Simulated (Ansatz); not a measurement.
# C₂H₈AlN: how energies converge with the basis set

One table from this session's results is given with a row withheld; the runs are named, their logs left out.

Method: one geometry, several basis sets; program: Ansatz 0.2.0, Gaussian basis.

The runs, in order: PBE0-D4/def2-SVP; ωB97M-V/def2-SVP; PBE0-D4/def2-QZVPP; ωB97M-V/def2-QZVPP; CCSD(T)/cc-pV(D+d)Z; CCSD(T)/cc-pV(T+d)Z; CCSD(T)/cc-pV(Q+d)Z; the functionals' def2-TZVPP values are taken from earlier runs.

## The relaxed structure

The geometry comes from an earlier relaxation with PBE0-D4 in a triple-zeta def2 set; it is a stationary point, not always the lowest conformer.

SMILES `C[N](C)[AlH2]`, 12 atoms, charge 0, spin multiplicity 1.

Atoms are counted from 1 here; the program's logs count them from 0.

Bond lengths: C1–N2 1.443 Å, C1–H5 1.092 Å, C1–H6 1.099 Å, C1–H7 1.099 Å, N2–C3 1.443 Å, N2–Al4 1.772 Å, C3–H8 1.092 Å, C3–H9 1.099 Å, C3–H10 1.099 Å, Al4–H11 1.584 Å, Al4–H12 1.584 Å. Angles: N2–C1–H5 110.8°, N2–C1–H6 111.6°, N2–C1–H7 111.5°, H5–C1–H6 107.8°, H5–C1–H7 107.8°, H6–C1–H7 107.1°, C1–N2–C3 112.3°, C1–N2–Al4 123.8°, C3–N2–Al4 123.8°, N2–C3–H8 110.8°, N2–C3–H9 111.6°, N2–C3–H10 111.5°, H8–C3–H9 107.8°, H8–C3–H10 107.8°, H9–C3–H10 107.1°, N2–Al4–H11 117.4°, N2–Al4–H12 117.4°, H11–Al4–H12 125.2°.

Set-up of the first run:

in.yaml reads:

```yaml
crystal:
  periodic: [false, false, false]
  atoms:
    - {symbol: C, position_ang: [-0.110442, 1.292852, -0.505648]}
    - {symbol: N, position_ang: [-0.032113, -0.068143, -0.033097]}
    - {symbol: C, position_ang: [0.797978, -0.194535, 1.140205]}
    - {symbol: Al, position_ang: [-0.861863, -1.429960, -0.806404]}
    - {symbol: H, position_ang: [-0.744069, 1.358673, -1.393178]}
    - {symbol: H, position_ang: [-0.530687, 1.962184, 0.258671]}
    - {symbol: H, position_ang: [0.881590, 1.686248, -0.770045]}
    - {symbol: H, position_ang: [0.839214, -1.233567, 1.475219]}
    - {symbol: H, position_ang: [0.415419, 0.412962, 1.972909]}
    - {symbol: H, position_ang: [1.827646, 0.137289, 0.944066]}
    - {symbol: H, position_ang: [-1.735907, -1.116420, -2.089817]}
    - {symbol: H, position_ang: [-0.669863, -2.862882, -0.158882]}
basis:
  gaussian: {orbitals: def2-SVP}
hamiltonian: {xc: pbe0, dispersion: d4}
output: {orbitals: {seedname: orbitals}}
```

Started as:

```sh
> ansatz run in.yaml --threads 2 --pin off --events-out ev --progress --plain --max-ram 32768MiB --backend cpu
```

Steps of the session up to this table: PBE0-D4 in def2-SVP; ωB97M-V in def2-SVP; PBE0-D4 in def2-QZVPP; ωB97M-V in def2-QZVPP.

One table of the session follows, with a row left open; its other results are not shown here.

It belongs to the step «Density functionals: the series». 

| functional | basis | HOMO (eV) |
| --- | --- | --- |
| PBE0-D4 | def2-SVP | -6.43 |
| PBE0-D4 | def2-TZVPP | ? |
| PBE0-D4 | def2-QZVPP | -6.48 |
| ωB97M-V | def2-SVP | -8.68 |
| ωB97M-V | def2-TZVPP | -8.76 |
| ωB97M-V | def2-QZVPP | -8.77 |

**Question.** Estimate the row for PBE0-D4, def2-TZVPP.

**Answer.** HOMO (eV): -6.47. In the column «HOMO (eV)» it lies between PBE0-D4, def2-QZVPP (-6.48) and PBE0-D4, def2-SVP (-6.43).
